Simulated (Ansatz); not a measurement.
# Cs: the cost of one run

Method: DFT r2SCAN, scalar-relativistic, plane waves, PAW, in Ansatz 0.2.0.

## 1. The starting structure

It takes space group P6_3/mmc (No. 194, hexagonal). Conventional cell: a = 5.566 Å, b = 5.566 Å, c = 9.258 Å, α = 90.00°, β = 90.00°, γ = 120.00°.

Coordinates:

```xyz
2
Lattice="5.5663 0.0000 0.0000 -2.7832 4.8206 0.0000 0.0000 0.0000 9.2585" Properties=species:S:1:pos:R:3 pbc="T T T"
Cs    0.0000    3.2137    2.3146
Cs    2.7832    1.6069    6.9439
```

The structure comes from the Materials Project (structure only).

## 2. A first look at the start

Contents of input.yaml:

```yaml
crystal:
  lattice:
    - [5.5663060538, 0.0, 0.0]
    - [-2.7831530269, 4.8205624479, 0.0]
    - [0.0, 0.0, 9.25847896]
  atoms:
    - { symbol: Cs, position: [0.33333333, 0.66666667, 0.25] }
    - { symbol: Cs, position: [0.66666667, 0.33333333, 0.75] }
basis:
  ecutwfc: 500
kpoints:
  mp_grid: { grid: [6, 6, 2] }
hamiltonian:
  xc: r2scan
scf:
  occupations: { method: gaussian, width: 0.1 }
output:
  forces: true
  stress: true
  eigenvalues: true
```

The run is started by

```bash
ansatz run input.yaml --threads 1 --pin off --max-ram 1536MiB --backend cpu --events-out ev --progress --plain --runs-dir out
```

What time and memory should one allow on 1 thread of Arm Neoverse N1, shared host?

About 19 s, with a peak of 1.1 GiB.
